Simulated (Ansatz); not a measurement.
Crystal: Mg6BiMo.

```
CELL_PARAMETERS angstrom
5.09639 0.00000 0.00000
0.00000 3.14628 5.31756
0.00000 -3.14628 5.31756
ATOMIC_POSITIONS crystal
Bi 0.50000 0.67227 0.67227
Mo 0.00000 0.83738 0.83738
Mg 0.50000 0.16658 0.16658
Mg 0.50000 0.67498 0.15277
Mg 0.50000 0.15277 0.67498
Mg 0.00000 0.33437 0.33437
Mg 0.00000 0.83907 0.32259
Mg 0.00000 0.32259 0.83907
```

The cell comes from a database or a generator and needn't be the stable form of this composition.

| Item | Value |
| --- | --- |
| Program | Ansatz 0.2.0 |
| Task | single point |
| Functional | PBE |
| Potentials or basis | Ansatz PAW |
| Cutoff | 420 eV (not typed: the program's choice for these potentials) |
| k mesh | 5 × 5 × 5 |
| Occupations | fermi-dirac, width 0.05 eV |
| Spin | no spin polarisation |

On this cell: pressure -0.1 GPa; largest force 0.062 eV/Å; band gap on the k mesh none (metal or under the smearing width).

The same run follows on a disturbed copy (atoms moved at random, drawn with an rms of 0.05 Å):

```
Bi Mo Mg
1.0
     5.09639    0.00000    0.00000
     0.00000    3.14628    5.31756
     0.00000   -3.14628    5.31756
Bi Mo Mg
1 1 6
Cartesian
  2.5835 -0.0122 7.1378
  0.0045 -0.0200 8.8495
  2.5559 0.0322 1.7547
  2.5331 1.6849 4.4024
  2.5246 -1.6403 4.3606
  -0.0054 -0.0338 3.5676
  -0.0482 1.6509 6.1612
  0.0503 -1.5859 6.1464
```

Problem. What changes?

Solution. The energy (extrapolated to zero smearing) moves by +3.5 meV/atom; pressure 0.0 GPa; largest force 0.260 eV/Å; band gap on the k mesh none (metal or under the smearing width).

Forces in eV/Å, atoms in the order of the input:
```
Bi  -0.127  0.098 -0.110
Mo   0.011  0.102  0.175
Mg  -0.030 -0.029  0.081
Mg  -0.022 -0.126 -0.039
Mg   0.129 -0.007  0.017
Mg  -0.008  0.147 -0.133
Mg   0.197  0.023 -0.035
Mg  -0.149 -0.208  0.044
```

Stress tensor (GPa, compression positive):
```
-0.37 -0.10 -0.02
-0.10  0.18 -0.13
-0.02 -0.13  0.30
```

Caveats: spin-orbit coupling is left out, which moves the levels of the heavy elements.
